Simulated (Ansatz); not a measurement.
# Rb2AlAgCl6: the cost of one run

Computed with Ansatz 0.2.0 (DFT PBEsol, scalar-relativistic, plane waves, PAW, unless a step's input says otherwise).

1 further run of the same task is left out (set aside as unsound or not needed).

**1. The starting structure**

It takes space group Fm-3m (No. 225, cubic). Conventional cell: a = 9.989 Å, b = 9.989 Å, c = 9.989 Å, α = 90.00°, β = 90.00°, γ = 90.00°. Rb (site symmetry -43m) is surrounded by 12 Cl at 3.54 Å. Al (site symmetry m-3m) is surrounded by 6 Cl at 2.33 Å. Ag (site symmetry m-3m) has 6 Cl at 2.66 Å as nearest neighbours. Cl (site symmetry 4mm) is surrounded by 1 Al at 2.33 Å and 1 Ag at 2.66 Å.

Structure file:

```cif
data_structure
_symmetry_space_group_name_H-M 'P 1'
_symmetry_Int_Tables_number 1
_cell_length_a 7.0636
_cell_length_b 7.0636
_cell_length_c 7.0636
_cell_angle_alpha 60.000
_cell_angle_beta 60.000
_cell_angle_gamma 60.000
_cell_volume 249.21
loop_
_atom_site_label
_atom_site_type_symbol
_atom_site_fract_x
_atom_site_fract_y
_atom_site_fract_z
_atom_site_occupancy
Rb1 Rb 0.75000 0.75000 0.75000 1
Rb2 Rb 0.25000 0.25000 0.25000 1
Al1 Al 0.00000 0.00000 0.00000 1
Ag1 Ag 0.50000 0.50000 0.50000 1
Cl1 Cl 0.76642 0.23358 0.23358 1
Cl2 Cl 0.23358 0.23358 0.76642 1
Cl3 Cl 0.23358 0.76642 0.76642 1
Cl4 Cl 0.23358 0.76642 0.23358 1
Cl5 Cl 0.76642 0.23358 0.76642 1
Cl6 Cl 0.76642 0.76642 0.23358 1
```

It goes back to an entry of the Materials Project, which need not be the stable form.

This cell was relaxed beforehand with the same method: volume 24.92 Å³/atom, gap on the mesh 2.04 eV.

**2. Zero of energy**

Reference values: F = -20860.7132 eV; pressure -0.01 GPa; largest force 0.002 eV/Å; gap on the mesh 2.04 eV. It was computed beforehand with the settings of the runs below.

**3. Setting up freezing in a mode**

Mode 22 of the phonon run on this cell, counted from the lowest, is frozen in: each atom moves by x times its row below, so x is the largest displacement.

```
atom      ux      uy      uz
 Rb1   0.000   0.000   0.000
 Rb2   0.000   0.000   0.000
 Al3   0.000   0.000   0.000
 Ag4   0.000   0.000   0.000
 Cl5  -0.500   0.000   0.000
 Cl6   0.000   0.000   1.000
 Cl7   0.500   0.000   0.000
 Cl8   0.000  -0.500   0.000
 Cl9   0.000   0.500   0.000
Cl10   0.000   0.000  -1.000
```

**4. At x = -0.200 Å**

input.yaml reads:

```yaml
crystal:
  lattice:
    - [0.0, 4.994739058, 4.994739058]
    - [4.994739058, 0.0, 4.994739058]
    - [4.994739058, 4.994739058, 0.0]
  atoms:
    - { symbol: Rb, position: [0.75, 0.75, 0.75] }
    - { symbol: Rb, position: [0.25, 0.25, 0.25] }
    - { symbol: Al, position: [0.0, 0.0, 0.0] }
    - { symbol: Ag, position: [0.5, 0.5, 0.5] }
    - { symbol: Cl, position: [0.75641359, 0.24358641, 0.24358641] }
    - { symbol: Cl, position: [0.2135548111, 0.2135548111, 0.7864451889] }
    - { symbol: Cl, position: [0.24358641, 0.75641359, 0.75641359] }
    - { symbol: Cl, position: [0.24358641, 0.75641359, 0.24358641] }
    - { symbol: Cl, position: [0.75641359, 0.24358641, 0.75641359] }
    - { symbol: Cl, position: [0.7864451889, 0.7864451889, 0.2135548111] }
basis:
  ecutwfc: 420
kpoints:
  mp_grid: { grid: [6, 6, 6] }
hamiltonian:
  xc: pbesol
scf:
  occupations: { method: gaussian, width: 0.05 }
output:
  forces: true
  stress: true
  eigenvalues: true
```

The run is started by

```bash
ansatz run input.yaml --threads 2 --pin off --max-ram 5120MiB --backend cpu --events-out ev --progress --plain --runs-dir out
```

Q: Estimate wall time and peak memory on 2 threads of Intel Xeon Platinum 8488C (Sapphire Rapids), shared host.

About 12 s, with a peak of 0.71 GiB.
